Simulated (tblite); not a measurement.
# One shape, several levels: CH5BOSi (SMILES [SiH3]B1CO1)

Wanted: a comparison of 3 runs (GFN2-xTB, GFN1-xTB, IPEA1-xTB) of CH5BOSi. The job is set up through a Python script.

Program for the calculation: tblite 0.8.0.

31 further runs of the same task are left out: 31 set aside as unsound or not needed.

## 1. The structure to begin with

CH5BOSi has 9 atoms, charge 0, and is taken as a singlet. As SMILES, `[SiH3]B1CO1`. The Si1–H5 distance was set to 1.911 Å, away from the relaxed value.

Bond lengths: Si1–B2 1.948 Å, B2–C3 1.522 Å, B2–O4 1.320 Å, C3–O4 1.457 Å, Si1–H6 1.470 Å, Si1–H7 1.468 Å, C3–H8 1.084 Å, C3–H9 1.084 Å. Some angles: Si1–B2–C3 156.5°, Si1–B2–O4 142.2°, C3–B2–O4 61.2°, B2–C3–O4 52.6°, B2–O4–C3 66.2°, B2–Si1–H6 111.4°, B2–Si1–H7 114.4°, B2–C3–H8 122.9°, B2–C3–H9 123.0°, O4–C3–H8 112.3°. A long bond or contact: Si1–H5 1.911 Å.

## 2. Energy and gradient at GFN2-xTB (run 1)

Contents of run.py:

```python
import json
import numpy as np
from tblite.interface import Calculator
from tblite.interface import symbols_to_numbers

geometry = """
Si    -0.322397     1.275225    -0.780314
B      0.623293     0.084015     0.436066
C      0.784233    -1.064295     1.421706
O      1.818153    -0.154635     0.944626
H     -1.589790     0.338340    -1.860470
H     -1.083367     2.298035    -0.047864
H      0.546313     2.000435    -1.715644
H      0.960593    -2.087585     1.110476
H      0.602653    -0.959965     2.485466
"""
lines = [l.split() for l in geometry.strip().splitlines()]
symbols = [l[0] for l in lines]
numbers = np.array(symbols_to_numbers(symbols))
positions = np.array([l[1:4] for l in lines], float) / 0.5291772

xtb = Calculator("GFN2-xTB", numbers, positions, charge=0, uhf=0)
xtb.set("verbosity", 0)
xtb.set("accuracy", 0.1)
result = xtb.singlepoint()

print(f"Energy: {result.get('energy') * 2625.4996:.8f} kJ/mol")
eps = np.atleast_2d(result.get("orbital-energies")) * 27.211386
occ = np.atleast_2d(result.get("orbital-occupations"))
filled = occ.sum(axis=0) if eps.shape[0] == 1 else occ[0]
homo = np.nonzero(filled > 0.5)[0].max()
print("  MO   occupation   energy/eV")
for i in range(max(0, homo - 4), min(eps.shape[1], homo + 5)):
    print(f"{i + 1:4d} {filled[i]:10.4f} {eps[0, i]:12.4f}")
mu = result.get("dipole") * 2.541746
print(f"dipole: {np.linalg.norm(mu):.4f} D, components " + " ".join(f"{c:.4f}" for c in mu))
q = result.get("charges")
g = result.get("gradient")
print("atom     charge      dE/dx        dE/dy        dE/dz   (Eh/bohr)")
for i, s in enumerate(symbols):
    print(f"{s:<2}{i + 1:<3} {q[i]:9.4f} {g[i, 0]:12.7f} {g[i, 1]:12.7f} {g[i, 2]:12.7f}")
print(f"gradient norm {np.linalg.norm(g):.6f} Eh/bohr")
out = {k: np.asarray(result.get(k)).tolist() for k in ("energy", "gradient", "charges", "dipole", "orbital-energies", "orbital-occupations")}
out.update(symbols=symbols, positions=(positions * 0.529177210903).tolist())
json.dump(out, open("results.json", "w"))
```

Run with:

```console
$ python run.py
```

The program printed:

```text
Energy: -30637.16608185 kJ/mol
  MO   occupation   energy/eV
   7     2.0000     -12.1083
   8     2.0000     -11.8668
   9     2.0000     -11.6310
  10     2.0000     -11.0060
  11     2.0000     -10.7210
  12     0.0000      -7.0556
  13     0.0000      -5.9764
  14     0.0000      -4.5751
  15     0.0000      -4.4820
dipole: 1.1318 D, components 0.3212 0.0402 1.0845
atom     charge      dE/dx        dE/dy        dE/dz   (Eh/bohr)
Si1      0.4223    0.0256243    0.0188116    0.0216061
B 2      0.2650    0.0025052    0.0015732    0.0022506
C 3     -0.0322   -0.0002055    0.0004397   -0.0006834
O 4     -0.3313    0.0005164   -0.0005849    0.0006821
H 5     -0.2002   -0.0319314   -0.0225311   -0.0270892
H 6     -0.0948    0.0015411    0.0013186    0.0014035
H 7     -0.0867    0.0017881    0.0013318    0.0015446
H 8      0.0293    0.0001895   -0.0003560   -0.0000073
H 9      0.0286   -0.0000277   -0.0000029    0.0002929
gradient norm 0.061381 Eh/bohr
```

It took 0.27 s on 1 thread of Intel Xeon at 2.70GHz, shared host.

## 3. Energy and forces at GFN1-xTB (run 2)

Contents of xtb_job.py:

```python
# GFN1-xTB energy and gradient
import json
import numpy as np
from tblite.interface import Calculator

symbols = ["Si", "B", "C", "O", "H", "H", "H", "H", "H"]
numbers = np.array([14, 5, 6, 8, 1, 1, 1, 1, 1])
positions = np.array([  # bohr
    [-0.609242, 2.409826, -1.474580],
    [1.177853, 0.158765, 0.824045],
    [1.481986, -2.011226, 2.686635],
    [3.435811, -0.292218, 1.785084],
    [-3.004268, 0.639370, -3.515779],
    [-2.047267, 4.342657, -0.090450],
    [1.032382, 3.780274, -3.242097],
    [1.815258, -3.944964, 2.098496],
    [1.138849, -1.814071, 4.696850],
])

tb = Calculator("GFN1-xTB", numbers, positions, charge=0, uhf=0)
tb.set("verbosity", 0)
tb.set("accuracy", 0.1)
result = tb.singlepoint()

print(f"Energy: {result.get('energy') * 2625.4996:.8f} kJ/mol")
eps = np.atleast_2d(result.get("orbital-energies")) * 27.211386
occ = np.atleast_2d(result.get("orbital-occupations"))
filled = occ.sum(axis=0) if eps.shape[0] == 1 else occ[0]
homo = np.nonzero(filled > 0.5)[0].max()
print("  MO   occupation   energy/eV")
for i in range(max(0, homo - 4), min(eps.shape[1], homo + 5)):
    print(f"{i + 1:4d} {filled[i]:10.4f} {eps[0, i]:12.4f}")
mu = result.get("dipole") * 2.541746
print(f"Dipole moment: {np.linalg.norm(mu):.4f} D, components " + " ".join(f"{c:.4f}" for c in mu))
q = result.get("charges")
g = result.get("gradient")
print("atom     charge      dE/dx        dE/dy        dE/dz   (Eh/bohr)")
for i, s in enumerate(symbols):
    print(f"{s:<2}{i + 1:<3} {q[i]:9.4f} {g[i, 0]:12.7f} {g[i, 1]:12.7f} {g[i, 2]:12.7f}")
print(f"gradient norm {np.linalg.norm(g):.6f} Eh/bohr")
out = {k: np.asarray(result.get(k)).tolist() for k in ("energy", "gradient", "charges", "dipole", "orbital-energies", "orbital-occupations")}
out.update(symbols=symbols, positions=(positions * 0.529177210903).tolist())
json.dump(out, open("results.json", "w"))
```

Run with:

```console
$ python xtb_job.py
```

The program printed:

```text
Energy: -33418.18351090 kJ/mol
  MO   occupation   energy/eV
   7     2.0000     -13.2252
   8     2.0000     -13.1323
   9     2.0000     -12.9487
  10     2.0000     -12.3288
  11     2.0000     -11.8252
  12     0.0000      -8.0791
  13     0.0000      -6.3418
  14     0.0000      -5.3025
  15     0.0000      -4.9714
Dipole moment: 1.1355 D, components -0.4041 -0.2759 1.0247
atom     charge      dE/dx        dE/dy        dE/dz   (Eh/bohr)
Si1      0.2459    0.0376006    0.0143182    0.0351967
B 2      0.3175    0.0232137   -0.0043823    0.0124043
C 3      0.0615    0.0014023    0.0060644   -0.0050800
O 4     -0.4237   -0.0249230    0.0035264   -0.0096621
H 5     -0.1266   -0.0394687   -0.0285013   -0.0342435
H 6     -0.0652    0.0000588    0.0050319    0.0022032
H 7     -0.0573    0.0028673    0.0036908   -0.0005161
H 8      0.0244   -0.0007120    0.0012698    0.0012055
H 9      0.0235   -0.0000391   -0.0010179   -0.0015079
gradient norm 0.089235 Eh/bohr
```

Run time: 0.21 s. Hardware: 1 thread of Intel Xeon at 2.70GHz, shared host.

## 4. Energy and forces at IPEA1-xTB (run 3)

Contents of start.xyz:

```xyz
9

Si    -0.322397     1.275225    -0.780314
B      0.623293     0.084015     0.436066
C      0.784233    -1.064295     1.421706
O      1.818153    -0.154635     0.944626
H     -1.589790     0.338340    -1.860470
H     -1.083367     2.298035    -0.047864
H      0.546313     2.000435    -1.715644
H      0.960593    -2.087585     1.110476
H      0.602653    -0.959965     2.485466
```

Contents of job.py:

```python
import json
import numpy as np
from tblite.interface import Calculator
from tblite.interface import symbols_to_numbers

symbols = list(map(str, np.loadtxt("start.xyz", skiprows=2, usecols=0, dtype=str, ndmin=1)))
numbers = np.array(symbols_to_numbers(symbols))
positions = np.loadtxt("start.xyz", skiprows=2, usecols=(1, 2, 3), ndmin=2) / 0.52917721

xtb = Calculator("IPEA1-xTB", numbers, positions, charge=0, uhf=0)
xtb.set("accuracy", 0.1)
xtb.add("spin-polarization", 1.0)
wfn = xtb.singlepoint()

print(f"E(total): {wfn.get('energy') * 27.211386:.8f} eV")
eps = np.atleast_2d(wfn.get("orbital-energies")) * 27.211386
occ = np.atleast_2d(wfn.get("orbital-occupations"))
filled = occ.sum(axis=0) if eps.shape[0] == 1 else occ[0]
homo = np.nonzero(filled > 0.5)[0].max()
print("  MO   occupation   energy/eV")
for i in range(max(0, homo - 4), min(eps.shape[1], homo + 5)):
    print(f"{i + 1:4d} {filled[i]:10.4f} {eps[0, i]:12.4f}")
mu = wfn.get("dipole") * 2.541746
print(f"Dipole moment: {np.linalg.norm(mu):.4f} D, components " + " ".join(f"{c:.4f}" for c in mu))
q = wfn.get("charges")
g = wfn.get("gradient")
print("atom     charge      dE/dx        dE/dy        dE/dz   (Eh/bohr)")
for i, s in enumerate(symbols):
    print(f"{s:<2}{i + 1:<3} {q[i]:9.4f} {g[i, 0]:12.7f} {g[i, 1]:12.7f} {g[i, 2]:12.7f}")
print(f"gradient norm {np.linalg.norm(g):.6f} Eh/bohr")
out = {k: np.asarray(wfn.get(k)).tolist() for k in ("energy", "gradient", "charges", "dipole", "orbital-energies", "orbital-occupations")}
out.update(symbols=symbols, positions=(positions * 0.529177210903).tolist())
json.dump(out, open("results.json", "w"))
```

Run with:

```console
$ python job.py
```

The program printed:

```text
------------------------------------------------------------
  cycle        total energy    energy error   density error
------------------------------------------------------------
      1     -13.23370133129  -1.3397118E+01   3.3263036E-01
      2     -13.31358701822  -7.9885687E-02   2.1482340E-01
      3     -13.28599466546   2.7592353E-02   1.1407655E-01
      4     -13.36053204886  -7.4537383E-02   9.4956222E-03
      5     -13.36075158820  -2.1953934E-04   4.8611580E-03
      6     -13.36087534360  -1.2375540E-04   2.2726376E-03
      7     -13.36088272532  -7.3817185E-06   5.4575002E-04
      8     -13.36088378429  -1.0589771E-06   1.4414255E-04
      9     -13.36088383160  -4.7306132E-08   2.3284817E-05
     10     -13.36088383240  -7.9948137E-10   1.6309779E-05
     11     -13.36088383366  -1.2574990E-09   3.1053515E-06
     12     -13.36088383371  -5.1921134E-11   3.5099932E-07
------------------------------------------------------------

 total:                                   0.010 sec
E(total): -363.56816730 eV
  MO   occupation   energy/eV
   7     1.0000     -14.0434
   8     1.0000     -13.8431
   9     1.0000     -13.4792
  10     1.0000     -12.7859
  11     1.0000     -12.6052
  12     0.0000      -8.3753
  13     0.0000      -6.8731
  14     0.0000      -6.0552
  15     0.0000      -5.9124
Dipole moment: 1.6127 D, components 0.4703 -0.5158 1.4538
atom     charge      dE/dx        dE/dy        dE/dz   (Eh/bohr)
Si1      0.1973    0.0494894    0.0074230    0.0483806
B 2      0.0171    0.0040501   -0.0164139    0.0181834
C 3      0.0048    0.0112577    0.0279891   -0.0208437
O 4     -0.1900   -0.0127935   -0.0061278    0.0013229
H 5     -0.0678   -0.0517126   -0.0383712   -0.0442760
H 6     -0.0370   -0.0045124    0.0120622    0.0084751
H 7     -0.0378    0.0101026    0.0082160   -0.0056014
H 8      0.0563   -0.0029472    0.0028072   -0.0026438
H 9      0.0570   -0.0029341    0.0024154   -0.0029972
gradient norm 0.116626 Eh/bohr
```

Wall time 0.21 s (1 thread of Intel Xeon at 2.70GHz, shared host).

## 5. The series

```csv
run,level,spin polarization,energy (Eh),dipole moment (D),HOMO energy (eV),LUMO energy (eV),wall time
1,GFN2-xTB,–,-11.669080,1.13,-10.72,-7.06,0.27 s
2,GFN1-xTB,–,-12.728314,1.14,-11.83,-8.08,0.21 s
3,IPEA1-xTB,1,-13.360884,1.61,-12.61,-8.38,0.21 s
```

## 6. Results

```
                       quantity         value
            run 3: total energy  -13.36088 Eh
           run 3: dipole moment        1.61 D
             run 3: HOMO energy     -12.61 eV
             run 3: LUMO energy      -8.38 eV
           run 3: HOMO–LUMO gap       4.23 eV
run 3: largest force on an atom    4.018 eV/Å
```

**Reading.** The dipole moment (its size) runs from 1.13 D (GFN2-xTB) to 1.61 D (IPEA1-xTB). The HOMO–LUMO gap runs from 3.67 eV (GFN2-xTB) to 4.23 eV (IPEA1-xTB). Force-field and semi-empirical energies have zeros of their own, so their totals don't compare. All runs together took 0.69 s, the longest 0.27 s.
